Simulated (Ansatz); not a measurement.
# CAM-B3LYP/def2-SVP run of C2H5GeN (SMILES C1=[N][GeH2][CH2]1)

Aim: the electronic atomisation energy of C2H5GeN at CAM-B3LYP/def2-SVP, from 5 runs. 

Program for the calculation: Ansatz 0.2.0.

82 further runs of the same task are left out: 82 set aside as unsound or not needed.

### Step 1. Starting point

C2H5GeN: 9 atoms, total charge 0, spin state singlet. As SMILES, `C1=[N][GeH2][CH2]1`. The shape is that of a PBE0-D4/def2-TZVP optimisation.

Bond lengths: C1–N2 1.278 Å, N2–Ge3 1.910 Å, C1–C4 1.512 Å, Ge3–C4 1.983 Å, C1–H5 1.098 Å, Ge3–H6 1.538 Å, Ge3–H7 1.538 Å, C4–H8 1.092 Å, C4–H9 1.092 Å. Some angles: C1–N2–Ge3 89.9°, N2–C1–C4 114.8°, N2–Ge3–C4 74.4°, C1–C4–Ge3 80.9°, N2–C1–H5 121.7°, C4–C1–H5 123.5°, N2–Ge3–H6 115.0°, N2–Ge3–H7 115.0°, C4–Ge3–H6 118.6°, C4–Ge3–H7 118.6°.

### Step 2. A single-point energy at CAM-B3LYP/def2-SVP

File job.yaml:

```yaml
crystal:
  periodic: [false, false, false]
  atoms:
    - {symbol: C, position_ang: [-0.186800, -0.549700, -1.075100]}
    - {symbol: N, position_ang: [1.035900, -0.182500, -1.141500]}
    - {symbol: Ge, position_ang: [0.903900, 0.560600, 0.613000]}
    - {symbol: C, position_ang: [-0.885400, -0.197100, 0.218500]}
    - {symbol: H, position_ang: [-0.675600, -1.079500, -1.903400]}
    - {symbol: H, position_ang: [1.056500, 2.089100, 0.684100]}
    - {symbol: H, position_ang: [1.776000, -0.127000, 1.676700]}
    - {symbol: H, position_ang: [-1.720500, 0.497400, 0.107000]}
    - {symbol: H, position_ang: [-1.215600, -1.057700, 0.803700]}
basis:
  gaussian:
    orbitals: def2-SVP
hamiltonian:
  xc: {name: CAM-B3LYP}
accuracy: high
output:
  orbitals: {seedname: orbitals}
```

Started as:

```
ansatz run job.yaml --threads 1 --pin off --max-ram 3480MiB --events-out events.jsonl --progress --plain --runs-dir runs
```

Standard output:

```text
Warning: RAYON_NUM_THREADS=1 ignored (pool sized by the plan → 1); use --threads N
Functional definition: CAM-B3LYP
  name "CAM-B3LYP"
  parameter alpha = 0.19
  parameter beta = 0.46
  parameter omega = 0.33/bohr
  parameter ac = 0.81
  exchange = (1 - alpha - beta)*b88_x + beta*b88_x_sr(omega) + alpha*exact_x + beta*exact_x_lr(omega)
  correlation = (1 - ac)*vwn5_c + ac*lyp_c
2271 factors; integrals over basis functions are off by at most 4.6e-9 eV
402 factors; integrals over basis functions are off by at most 2.6e-9 eV
mean field evaluation 1: about -60147.9854 eV, gradient 5.0e1 eV
mean field evaluation 2: about -60145.6150 eV, gradient 6.0e1 eV
mean field evaluation 4: about -60153.4668 eV, gradient 3.6e0 eV
mean field evaluation 8: about -60153.6378 eV, gradient 2.3e-1 eV
mean field evaluation 16: about -60153.6379 eV, gradient 1.0e-4 eV
mean field -60153.63792138 eV, -2210.6054200104 hartree, gradient 2.5e-8 eV, S^2 0.000000; 0 other end points of the search recorded, 0 dependent functions left out
reference -60153.63794107 eV, -2210.6054207342 hartree; 28, 28 occupied and 71, 71 virtual orbitals, 2271 factors
Total energy: -60153.63794107 eV, -2210.6054207342 hartree
```

It took 4.8 s on 1 thread of AMD EPYC 9R45 (Zen 5), shared host; peak memory 0.43 GiB.

### Step 3. The C atom at the same level

File input.yaml:

```yaml
basis:
  gaussian: {orbitals: def2-SVP}
crystal:
  periodic: [false, false, false]
  atoms:
    - {symbol: C, position_ang: [0.000000, 0.000000, 0.000000]}
accuracy: high
magnetization: {spin_polarized: true, initial_magnetization: 2}
hamiltonian: {xc: {name: CAM-B3LYP}}
```

Run the same way, it converges to -37.79154 Eh (log not shown).

### Step 4. The Ge atom, same level

File job.yaml:

```yaml
crystal:
  periodic: [false, false, false]
  atoms:
    - symbol: Ge
      position_ang: [0.000000, 0.000000, 0.000000]
basis:
  gaussian:
    orbitals: def2-SVP
magnetization:
  spin_polarized: true
  initial_magnetization: 2
hamiltonian:
  xc: {name: CAM-B3LYP}
accuracy: high
```

Run the same way, it converges to -2076.77682 Eh (log not shown).

### Step 5. The H atom, same level

File molecule.yaml:

```yaml
crystal:
  periodic: [false, false, false]
  atoms:
    - {symbol: H, position_ang: [0.000000, 0.000000, 0.000000]}
basis:
  gaussian:
    orbitals: def2-SVP
magnetization:
  spin_polarized: true
  initial_magnetization: 1
accuracy: high
hamiltonian:
  xc: {name: CAM-B3LYP}
```

Run the same way, it converges to -0.49790 Eh (log not shown).

### Step 6. The N atom at the same level

File input.yaml:

```yaml
basis:
  gaussian:
    orbitals: def2-SVP
crystal:
  periodic: [false, false, false]
  atoms:
    - symbol: N
      position_ang: [0.000000, 0.000000, 0.000000]
magnetization:
  spin_polarized: true
  initial_magnetization: 3
hamiltonian:
  xc: {name: CAM-B3LYP}
accuracy: high
```

Run the same way, it converges to -54.51628 Eh (log not shown).

### Step 7. Summary of results

At CAM-B3LYP/def2-SVP:

| quantity | value |
| --- | --- |
| molecule: total energy | -2210.60542 Eh |
| molecule: HOMO energy | -8.21 eV |
| molecule: LUMO energy | 1.20 eV |
| molecule: HOMO–LUMO gap | 9.42 eV |
| C atom: total energy | -37.79154 Eh |
| C atom: ⟨S²⟩ | 2.002 |
| Ge atom: total energy | -2076.77682 Eh |
| Ge atom: ⟨S²⟩ | 2.003 |
| H atom: total energy | -0.49790 Eh |
| H atom: ⟨S²⟩ | 0.750 |
| N atom: total energy | -54.51628 Eh |
| N atom: ⟨S²⟩ | 3.753 |
| electronic atomisation energy | 33.736 eV |

Taking the molecule apart into free atoms costs 33.74 eV (3255 kJ/mol), before zero-point energy and without spin-orbit coupling.
